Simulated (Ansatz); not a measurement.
This script makes a check of PAW against all-electron LAPW of Hg3Pd, space group Pm-3m with Ansatz 0.2.0, Python API.

Script `paw_lapw_hg3pd.py`:
```python
import ansatz as az
import numpy as np


def count_gap(report):
    # lowest empty less highest filled band, counting bands; zero where they overlap
    return max(report.get("gap_by_band_count_ev") or 0.0, 0.0)

system = (
    az.Lattice.cubic(4.36495)
    .space_group(221)
    .atom("Hg", (0.5, 0.0, 0.5))
    .atom("Pd", (0.0, 0.0, 0.0))
)

base = (
    system.calculation()
    .functional("pbesol")
    .kpoints(5)
    .occupations("gaussian", width=50 * az.meV)
    .stress()
    .forces()
    .band_table()
)
variants = {
    "PAW": base.pseudopotentials("paw"),
    "LAPW": base.pseudopotentials("all_electron", lapw=True),
}
rows = []
for label, variant in variants.items():
    report = variant.run(threads=1, backend="cpu").report
    levels = np.array(report["eigenvalues_ev"][0]) - report["fermi_energy_ev"]
    print(label, "levels at the first k-point near E_F:", np.round(levels[np.abs(levels) < 5], 3))
    rows.append((label, report["n_electrons"], np.trace(report["stress_gpa"]) / 3, count_gap(report)))
lines = [",".join(["treatment", "electrons in bands", "P GPa", "gap by band count eV"])] + [",".join(f"{v:.4f}" if isinstance(v, float) else str(v) for v in row) for row in rows]
print("\n".join(lines))
with open("paw_lapw.csv", "w") as handle:
    handle.write("\n".join(lines) + "\n")
```

How well do the two treatments of the cores agree on the pressure?

PAW gives -6.421 GPa and LAPW -6.439 GPa, 0.018 GPa apart. They took 1.5 and 18.1 s of processor time.

What the script printed:

`python paw_lapw_hg3pd.py` gives:
```text
DeckWarning: basis.ecutwfc = 420 eV, auto-derived from the records' recommended cutoffs: set by Hg (normal level)
PAW levels at the first k-point near E_F: [-2.186 -2.186 -1.564 -1.564 -1.564  0.059  0.059  0.059  1.776  1.776
  4.628]
LAPW levels at the first k-point near E_F: [-2.187 -2.187 -1.564 -1.564 -1.564  0.059  0.059  0.059  1.776  1.776
  4.632]
treatment,electrons in bands,P GPa,gap by band count eV
PAW,78.0000,-6.4208,0.0000
LAPW,120.0000,-6.4387,0.0000
```
(Warnings from the package without file and line.)

Notes:
- The run is spin-unpolarised.
- The mesh is modest for a metal, so energies can be off by several to tens of meV an atom and pressures by half a GPa or more; differences at equal mesh fare better.
- A gap by band count of zero or less means overlapping bands, a metal.
- At these settings the cell as given stands under about -6 GPa, so it isn't at this functional's equilibrium volume.
- The structure comes from a database of computed cells and needn't be a stable or known phase.
- Gaps and levels are Kohn-Sham values on a finite set of k-points, without spin-orbit coupling.
- Pressure is positive in compression; the treatments may keep other shells as core, so totals and counts of electrons can differ.
- Finished in 20 s on 1 thread of Arm Neoverse V2 (shared host), peak memory 0.6 GiB.
